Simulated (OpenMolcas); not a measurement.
**F, step by step**

Wanted: a series of 9 runs (ROHF/cc-pVDZ, CASSCF(7,4)/cc-pVDZ, CASPT2(7,4)/cc-pVDZ, CASPT2[IPEA 0](7,4)/cc-pVDZ, SC-NEVPT2(7,4)/cc-pVDZ, PC-NEVPT2(7,4)/cc-pVDZ, MC-PDFT[tPBE](7,4)/cc-pVDZ, MC-PDFT[ftPBE](7,4)/cc-pVDZ, and more) of F. 

The results are computed with OpenMolcas 26.06.

70 further runs of the same task are left out: 70 set aside as unsound or not needed.

## Step 1: The energy at ROHF/cc-pVDZ (run 1)

struct.xyz reads:

```xyz
1

F      0.000000     0.000000     0.000000
```

step1.input reads:

```
* F Hartree-Fock

&GATEWAY
 BasLib
 $CurrDir
 Coord
 struct.xyz
 Basis
 cc-pVDZ
 Group
 NoSym

&SEWARD

&SCF
 UHF
 Spin
 2
 PrOrbitals
 1 1

&RASSCF
 FileOrb
 $Project.UnaOrb
 Spin
 2
 Nactel
 1 0 0
 Inactive
 4
 Ras2
 1
 OutOrbitals
 Canonical
 OrbListing
 Nothing
```

The basis set cc-pVDZ is read from a file made from the Basis Set Exchange's data (not shown).

Run with:

```bash
export MOLCAS_MEM=1860
pymolcas step1.input > step1.log
```

The program printed:

```text
--- Start Module: gateway ---
[...]
--- Stop Module: gateway /rc=_RC_ALL_IS_WELL_ ---
[...]
      Basis functions           14
[...]
--- Start Module: scf ---
[...]
       Convergence after   9 Iterations
[...]
::    Total SCF energy                                -99.3752403031
[...]
      Total spin, S                                     0.5010024338
[...]
--- Stop Module: scf /rc=_RC_ALL_IS_WELL_ ---
--- Start Module: rasscf ---
[...]
      Number of active orbitals                  1
[...]
      Spin quantum number                      0.5
[...]
      Active orbitals                            1
[...]
      Number of CSFs                             1
[...]
      Number of root(s) required                 1
[...]
      Convergence after  5 iterations
[...]
      printout of CI-coefficients larger than  0.05 for root  1
      energy=     -99.371862
      conf/sym  1     Coeff  Weight
             1  u   1.00000 1.00000
      Natural orbitals and occupation numbers for root  1
      sym 1:   1.000000
      ************************************************************************************************************************
      *                                                    Final results                                                     *
[...]
::    RASSCF root number  1 Total energy:    -99.37186194
[...]
      Total electronic charge=    9.000000
      Total            charge=    0.000000
[...]
      Dipole Moment (debye):
      Origin of the operator (angstrom)=    0.0000    0.0000    0.0000
                   X=  1.7344E-16               Y= -4.2444E-17               Z=  1.4845E-16           Total=  2.3221E-16
      Quadrupole Moment (debye*angstrom):
[...]
--- Stop Module: rasscf /rc=_RC_ALL_IS_WELL_ ---
[...]
```

It took 2.9 s on 1 thread of Intel Xeon Platinum 8259CL at 2.50GHz (Skylake/Cascade Lake), shared host; peak memory 0.37 GiB.

## Step 2: The F atom: the energy at CASSCF(7,4)/cc-pVDZ (run 2)

struct.xyz is that of step 1.

step2.inp reads:

```
* F CASSCF
>>> EXPORT MOLCAS_PRINT=2

&GATEWAY
 BasLib
 $CurrDir
 Coord
 struct.xyz
 Basis
 cc-pVDZ
 Group
 NoSym

&SEWARD

&RASSCF
 FileOrb
 $CurrDir/step1.RasOrb
 Spin
 2
 Nactel
 7 0 0
 Inactive
 1
 Ras2
 4
 OrbListing
 Nothing
 OrbAppear
 Compact
```

The basis set cc-pVDZ is read from a file made from the Basis Set Exchange's data (not shown).

Run with:

```bash
export MOLCAS_MEM=1860
pymolcas step2.inp > step2.log
```

The program printed:

```text
--- Start Module: gateway ---
[...]
--- Stop Module: gateway /rc=_RC_ALL_IS_WELL_ ---
--- Start Module: seward ---
[...]
      Basis functions           14
--- Stop Module: seward /rc=_RC_ALL_IS_WELL_ ---
--- Start Module: rasscf ---
[...]
      Number of active orbitals                  4
[...]
      Spin quantum number                      0.5
[...]
      Active orbitals                            4
[...]
      Number of CSFs                             4
[...]
      Number of root(s) required                 1
[...]
      Convergence after  4 iterations
[...]
      printout of CI-coefficients larger than  0.05 for root  1
      energy=     -99.371862
      conf/sym  1111     Coeff  Weight
             1  222u   1.00000 1.00000
      Natural orbitals and occupation numbers for root  1
      sym 1:   2.000000   2.000000   2.000000   1.000000
      ************************************************************************************************************************
      *                                                    Final results                                                     *
[...]
::    RASSCF root number  1 Total energy:    -99.37186194
[...]
      Total electronic charge=    9.000000
      Total            charge=   -0.000000
[...]
      Dipole Moment (debye):
      Origin of the operator (angstrom)=    0.0000    0.0000    0.0000
                   X=  1.7344E-16               Y= -4.2444E-17               Z=  1.4845E-16           Total=  2.3221E-16
      Quadrupole Moment (debye*angstrom):
[...]
--- Stop Module: rasscf /rc=_RC_ALL_IS_WELL_ ---
[...]
```

Wall time 2.2 s (1 thread of Intel Xeon Platinum 8259CL at 2.50GHz (Skylake/Cascade Lake), shared host); peak memory 0.37 GiB.

Runs 3 to 6 aren't shown in full; the table further down has their settings and results.

## Step 3: The F atom: the energy at MC-PDFT[tPBE](7,4)/cc-pVDZ (run 7)

struct.xyz is that of step 2.

step7.inp reads:

```
>>> EXPORT MOLCAS_PRINT=2

&GATEWAY
  BasLib=$CurrDir
  Coord=struct.xyz
  Basis=cc-pVDZ
  Group=NoSym

&SEWARD

&RASSCF
  FileOrb=$CurrDir/step2.RasOrb
  Spin=2
  Nactel=7 0 0
  Inactive=1
  Ras2=4
  OrbListing=Nothing
  OrbAppear=Compact

&MCPDFT
  KSDFT=T:PBE
```

The basis set cc-pVDZ is read from a file made from the Basis Set Exchange's data (not shown).

Run the same way, it converges to -99.61540 Eh (log not shown).

Run 8 isn't shown in full; the table further down has it.

## Step 4: The F atom: a single-point energy at MRCI(7,4)/cc-pVDZ (run 9)

struct.xyz is that of step 3.

step9.inp reads:

```
* F MRCI
>>> EXPORT MOLCAS_PRINT=2
&GATEWAY
BasLib = $CurrDir
Coord = struct.xyz
Basis = cc-pVDZ
Group = NoSym
&SEWARD
&RASSCF
FileOrb = $CurrDir/step2.RasOrb
Spin = 2
Nactel = 7 0 0
Inactive = 1
Ras2 = 4
OrbListing = Nothing
OrbAppear = Compact
&MOTRA
LumOrb
Frozen = 1
&GUGA
Electrons = 7
Spin = 2
Inactive = 0
Active = 4
CIAll = 1
&MRCI
SDCI
```

The basis set cc-pVDZ is read from a file made from the Basis Set Exchange's data (not shown).

Run with:

```bash
export MOLCAS_MEM=1860
pymolcas step9.inp > step9.log
```

The program printed:

```text
--- Start Module: gateway ---
[...]
--- Stop Module: gateway /rc=_RC_ALL_IS_WELL_ ---
[...]
      Basis functions           14
[...]
      Number of active orbitals                  4
[...]
      Spin quantum number                      0.5
[...]
      Active orbitals                            4
[...]
      Number of CSFs                             4
[...]
      Number of root(s) required                 1
[...]
      Convergence after  4 iterations
[...]
      printout of CI-coefficients larger than  0.05 for root  1
      energy=     -99.371862
      conf/sym  1111     Coeff  Weight
             1  222u   1.00000 1.00000
      Natural orbitals and occupation numbers for root  1
      sym 1:   2.000000   2.000000   2.000000   1.000000
      ************************************************************************************************************************
      *                                                    Final results                                                     *
[...]
::    RASSCF root number  1 Total energy:    -99.37186194
[...]
      Dipole Moment (debye):
      Origin of the operator (angstrom)=    0.0000    0.0000    0.0000
                   X=  1.7344E-16               Y= -4.2444E-17               Z=  1.4845E-16           Total=  2.3221E-16
      Quadrupole Moment (debye*angstrom):
[...]
--- Start Module: guga ---
[...]
--- Stop Module: guga /rc=_RC_ALL_IS_WELL_ ---
[...]
       (But an ACPF correction will be computed)
       USE THE DEFAULT ACPF G-VALUE GFAC=  0.28571428571428570
[...]
                      CI ENERGY:   -99.52370419
[...]
                ACPF CORRECTION:    -0.00303996
[...]
      Total electronic charge=    9.000000
      Total            charge=   -0.000000
[...]
     ACPF CORRECTION:     -0.00303996
[...]
  CI State   1     Total energy:    -99.52370419     QDav:     -0.00429030     QACPF:     -0.00303996
[...]
```

Wall time 2.5 s (1 thread of Intel Xeon Platinum 8259CL at 2.50GHz (Skylake/Cascade Lake), shared host); peak memory 0.37 GiB.

## Step 5: The series

```
run                        level   active rule  inactive  energy (Eh)  dipole moment (D) of the reference  wall time
  1                 ROHF/cc-pVDZ             –         –   -99.371862                                0.00      2.9 s
  2          CASSCF(7,4)/cc-pVDZ  full valence         1   -99.371862                                0.00      2.2 s
  3          CASPT2(7,4)/cc-pVDZ  full valence         1   -99.518267                                0.00      2.2 s
  4  CASPT2[IPEA 0](7,4)/cc-pVDZ  full valence         1   -99.520017                                0.00      2.2 s
  5       SC-NEVPT2(7,4)/cc-pVDZ  full valence         1   -99.499851                                0.00      2.3 s
  6       PC-NEVPT2(7,4)/cc-pVDZ  full valence         1   -99.500125                                0.00      2.2 s
  7   MC-PDFT[tPBE](7,4)/cc-pVDZ  full valence         1   -99.615401                                0.00      2.4 s
  8  MC-PDFT[ftPBE](7,4)/cc-pVDZ  full valence         1   -99.646141                                0.00      2.4 s
  9            MRCI(7,4)/cc-pVDZ  full valence         1   -99.523704                                0.00      2.5 s
```

## Step 6: What came out

| quantity | value |
| --- | --- |
| F atom, run 9: total energy | -99.52370 Eh |
| F atom, run 9: dipole moment (CASSCF density) | 0.00 D |

What this shows: Below the ROHF energy at the same shape and in the same basis (cc-pVDZ): CASSCF(7,4) +0.0 mEh; CASPT2(7,4) -146.4 mEh; CASPT2[IPEA 0](7,4) -148.2 mEh; SC-NEVPT2(7,4) -128.0 mEh; PC-NEVPT2(7,4) -128.3 mEh; MRCI(7,4) -151.8 mEh. Active-space methods hold only the correlation inside their space unless a perturbation or CI step follows. All runs together took 21 s, the longest 2.9 s.
